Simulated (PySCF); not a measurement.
# How the numerical set-up moves the result for O (triplet)

The method stays; parts of the set-up, such as the basis or the Hamiltonian, are changed.

Program: PySCF 2.14.0. Level of theory: method and basis as typed in the scripts. These are calculated values, not measurements.

2 further runs of the same task are left out: 2 that didn't finish.

**1. The atom**

O (triplet): 1 atom, charge 0, spin multiplicity 3.

**2. The base run**

input.py

```python
from pyscf import gto, scf

mol = gto.M(
    atom='O 0 0 0',
    basis='6-31g*',
    charge=0,
    spin=2,
    verbose=4,
)
mf = scf.UHF(mol)
mf.kernel()
mf.stability(internal=True, external=True)
mf.dip_moment()
print('orbital energies (hartree):', [e[max(0, n-3):n+3].round(4) for e, n in zip(mf.mo_energy, mol.nelec)])
```

On the command line:

```sh
OMP_NUM_THREADS=1 python input.py
```

Its log is not repeated here.

It gives: E(SCF) = -74.783181 Eh, 8 cycles, ⟨S²⟩ = 2.006, internal stable; real -> complex stable; UHF/UKS -> GHF/GKS stable.

The triplet is typed in the script; nothing here shows that it is the ground state.

**3. 6-31g**

Edit 1 changes basis set: 6-31g* → 6-31g.

input.py

```python
from pyscf import gto, scf

mol = gto.M(
    atom='O 0 0 0',
    basis='6-31g',
    charge=0,
    spin=2,
    verbose=4,
)
mf = scf.UHF(mol)
mf.kernel()
mf.stability(internal=True, external=True)
mf.dip_moment()
print('orbital energies (hartree):', [e[max(0, n-3):n+3].round(4) for e, n in zip(mf.mo_energy, mol.nelec)])
```

On the command line:

```sh
OMP_NUM_THREADS=1 python input.py
```

**4. Cc-pvtz**

Edit 2 changes basis set: 6-31g* → cc-pvtz.

Changes to input.py since step 2:

```diff
@@ -4,3 +4,3 @@
     atom='O 0 0 0',
-    basis='6-31g*',
+    basis='cc-pvtz',
     charge=0,
```

**5. 3-21g**

Edit 3 changes basis set: 6-31g* → 3-21g.

Changes to input.py since step 2:

```diff
@@ -4,3 +4,3 @@
     atom='O 0 0 0',
-    basis='6-31g*',
+    basis='3-21g',
     charge=0,
```

**6. Spin-free X2C on**

Edit 4 changes spin-free X2C: off → on.

Changes to input.py since step 2:

```diff
@@ -10,2 +10,3 @@
 mf = scf.UHF(mol)
+mf = mf.sfx2c1e()
 mf.kernel()
```

What does the calculation give? Wanted: for each run, E(SCF); from base; gap, α spin; after the SCF.

The runs gave:

```
             run  E(SCF) (hartree)  from base (eV)  cycles  gap, α spin (eV)  functions  after the SCF
            base        -74.783181               0       8             44.63         14         stable
           6-31g        -74.780310         +0.0781       8             44.82          9         stable
         cc-pvtz        -74.811757         -0.7776       9             35.49         30         stable
           3-21g        -74.393657        +10.5995       8             60.27          9         stable
spin-free X2C on        -74.832239         -1.3349       8             44.62         14         stable
```

Of the runs whose energies can be compared, “3-21g” moves the SCF energy most (+10.599 eV). 6-31g (9 functions) gives an energy 0.08 eV higher than 6-31g* (14). cc-pvtz (30 functions) gives an energy 0.78 eV lower than 6-31g* (14). 3-21g (9 functions) gives an energy 10.60 eV higher than 6-31g* (14). Scalar relativity lowers the total energy by 1.33 eV, nearly all of it in the inner shells; a basis contracted without relativity catches only part of it.
